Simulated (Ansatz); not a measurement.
**CH4AlFO2: basis-set convergence**

Aim: see how fast density functionals and correlated methods converge with the basis set for CH4AlFO2.

Program: Ansatz 0.2.0, Gaussian basis. Level of theory: one geometry, several basis sets. These are calculated values, not measurements.

Plan: PBE0-D4/def2-SVP; ωB97M-V/def2-SVP; PBE0-D4/def2-QZVPP; ωB97M-V/def2-QZVPP; CCSD(T)/cc-pV(D+d)Z; CCSD(T)/cc-pV(T+d)Z; CCSD(T)/cc-pV(Q+d)Z; the functionals' def2-TZVPP values are taken from earlier runs.

### 1 The relaxed structure

An earlier PBE0-D4/def2-TZVP relaxation fixed the geometry.

9 atoms, charge 0, spin multiplicity 1.

Atoms are counted from 1 here; the program's logs count them from 0.

Bond lengths: C1–O2 1.400 Å, C1–H6 1.094 Å, C1–H7 1.094 Å, C1–H8 1.096 Å, O2–Al3 1.668 Å, Al3–O4 1.684 Å, Al3–F5 1.642 Å, O4–H9 0.955 Å. Angles: O2–C1–H6 109.8°, O2–C1–H7 109.8°, O2–C1–H8 112.5°, H6–C1–H7 108.0°, H6–C1–H8 108.3°, H7–C1–H8 108.3°, C1–O2–Al3 135.0°, O2–Al3–O4 120.7°, O2–Al3–F5 118.5°, O4–Al3–F5 120.8°, Al3–O4–H9 123.6°.

Coordinates:

```mol
CH4AlFO2
  3D, bonds by distance, orders not assigned

  9  8  0  0  0  0  0  0  0  0999 V2000
    0.1775   -1.5112   -0.5415 C   0  0
    0.6779   -0.2042   -0.5898 O   0  0
    0.2673    1.2440    0.1286 Al  0  0
   -1.0339    1.3364    1.1937 O   0  0
    1.1605    2.5756   -0.2266 F   0  0
    0.9569   -2.1945   -0.1901 H   0  0
   -0.1253   -1.8302   -1.5436 H   0  0
   -0.6874   -1.6053    0.1247 H   0  0
   -1.3049    2.1431    1.6276 H   0  0
  1  2  8  0
  2  3  8  0
  3  4  8  0
  3  5  8  0
  1  6  8  0
  1  7  8  0
  1  8  8  0
  4  9  8  0
M  END
```

### 2 PBE0-D4 in def2-SVP

Input file in.yaml:

```yaml
crystal:
  periodic: [false, false, false]
  atoms:
    - {symbol: C, position_ang: [0.177462, -1.511210, -0.541463]}
    - {symbol: O, position_ang: [0.677928, -0.204175, -0.589819]}
    - {symbol: Al, position_ang: [0.267258, 1.243956, 0.128594]}
    - {symbol: O, position_ang: [-1.033927, 1.336393, 1.193656]}
    - {symbol: F, position_ang: [1.160467, 2.575606, -0.226649]}
    - {symbol: H, position_ang: [0.956856, -2.194502, -0.190122]}
    - {symbol: H, position_ang: [-0.125304, -1.830237, -1.543631]}
    - {symbol: H, position_ang: [-0.687384, -1.605278, 0.124709]}
    - {symbol: H, position_ang: [-1.304856, 2.143147, 1.627627]}
basis:
  gaussian: {orbitals: def2-SVP}
hamiltonian: {xc: pbe0, dispersion: d4}
output: {orbitals: {seedname: orbitals}}
```

Started as:

```
$ ansatz run in.yaml --threads 2 --pin off --events-out ev --progress --plain --max-ram 32768MiB --backend cpu
```

Further steps of the session: ωB97M-V in def2-SVP; PBE0-D4 in def2-QZVPP; ωB97M-V in def2-QZVPP; CCSD(T) in cc-pV(D+d)Z; CCSD(T) in cc-pV(T+d)Z; CCSD(T) in cc-pV(Q+d)Z.

**Question.** What will the summary of the whole plan be? Wanted: MP2 correlation recovered, cc-pV(D+d)Z; MP2 correlation recovered, cc-pV(T+d)Z; MP2 correlation recovered, cc-pV(Q+d)Z; difference of two CCSD(T) limits: def2 sets; PBE0-D4: double and triple zeta above quadruple; ωB97M-V: double and triple zeta above quadruple.

As calculated:

| quantity | value |
| --- | --- |
| MP2 correlation recovered, cc-pV(D+d)Z | 68.2 % |
| MP2 correlation recovered, cc-pV(T+d)Z | 87.9 % |
| MP2 correlation recovered, cc-pV(Q+d)Z | 95.0 % |
| difference of two CCSD(T) limits: def2 sets (earlier runs) less this series | 21 meV |
| PBE0-D4: double and triple zeta above quadruple | 13.00, 0.70 eV |
| ωB97M-V: double and triple zeta above quadruple | 13.18, 0.66 eV |

**Reading.** PBE0-D4 gains 12.30 eV from double to triple zeta, then 0.70 eV more. In cc-pV(D+d)Z MP2 holds 68 % of its limit, in cc-pV(Q+d)Z 95 %, while Hartree-Fock is within 0.242 eV in the largest set. A limit from the def2 sets, made apart, differs by 21 meV, a least measure of the doubt on such a limit. Total energies overstate the basis error of differences, where much of it tends to cancel. The LUMO of ωB97M-V is positive and keeps falling with the basis (1.22 to 0.51 eV): an unbound level that the basis holds in place.
